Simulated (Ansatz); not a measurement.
# GaN: the cost of one run

Computed with Ansatz 0.2.0, driven from Python. Level of theory: DFT PBE, all-electron LAPW.

## (1) The system

It takes space group F-43m (No. 216, cubic). The conventional cell has a = 4.507 Å, b = 4.507 Å, c = 4.507 Å, α = 90.00°, β = 90.00°, γ = 90.00°. Ga (site symmetry -43m) is surrounded by 4 N at 1.95 Å. Around N (site symmetry -43m) lie 4 Ga at 1.95 Å.

The script holds or builds the structure itself.

## (2) The code

Contents of run_eos_lapw.py:

```python
"""All-electron equation of state of GaN."""

import warnings

import ansatz as az
from ase.eos import EquationOfState
from ase.units import GPa
import numpy as np

VECTORS = np.array([
    [0.0, 2.253501, 2.253501],
    [2.253501, 0.0, 2.253501],
    [2.253501, 2.253501, 0.0],
])
SITES = [
    ("Ga", (0.0, 0.0, 0.0)),
    ("N", (0.75, 0.75, 0.75)),
]


def on_lattice(cell):
    crystal = az.Crystal(lattice=az.Lattice.of(cell))
    for symbol, position in SITES:
        crystal = crystal.atom(symbol, position)
    return crystal

warnings.simplefilter("ignore", az.DeckWarning)

volumes, energies = [], []
for scale in np.linspace(0.94, 1.06, 5):
    cell = VECTORS * scale ** (1 / 3)
    calc = on_lattice(cell).calculation()
    calc = calc.functional(az.Functional.PBE)
    calc = calc.occupations("Fixed")
    calc = calc.kpoints(8, 8, 8)
    calc = calc.pseudopotentials("all_electron", lapw=True)
    report = calc.run().report
    volumes.append(abs(np.linalg.det(cell)) / len(SITES))
    energies.append(report["free_energy_ev"] / len(SITES))
    print(f"{scale:.3f} {volumes[-1]:9.4f} A^3/atom {energies[-1]:16.5f} eV/atom  (estimated basis error {1000 * report['lapw_basis_errors']['total_ev_per_atom']:.2f} meV/atom)")
v0, e0, bulk = EquationOfState(volumes, energies, eos="birchmurnaghan").fit()
print(f"V0 = {v0:.4f} A^3/atom, B0 = {bulk / GPa:.1f} GPa")
```

## (3) The input behind the calls

The engine receives this input (first run):

```yaml
crystal:
  lattice:
    - [0.0, 2.2074982755766266, 2.2074982755766266]
    - [2.2074982755766266, 0.0, 2.2074982755766266]
    - [2.2074982755766266, 2.2074982755766266, 0.0]
  atoms:
    - { symbol: Ga, position: [0.0, 0.0, 0.0] }
    - { symbol: "N", position: [0.75, 0.75, 0.75] }
kpoints:
  mp_grid:
    grid: [8, 8, 8]
hamiltonian:
  xc: pbe
  pseudopotentials:
    kind: all_electron
    lapw: {}
scf:
  occupations:
    method: fixed
```

## (4) Launch

Launch:

```sh
> python run_eos_lapw.py
```

**Question.** How long does this script take on 1 thread of Arm Neoverse V1, shared host, and how much memory does it need?

About 66 s, with a peak of 0.37 GiB.
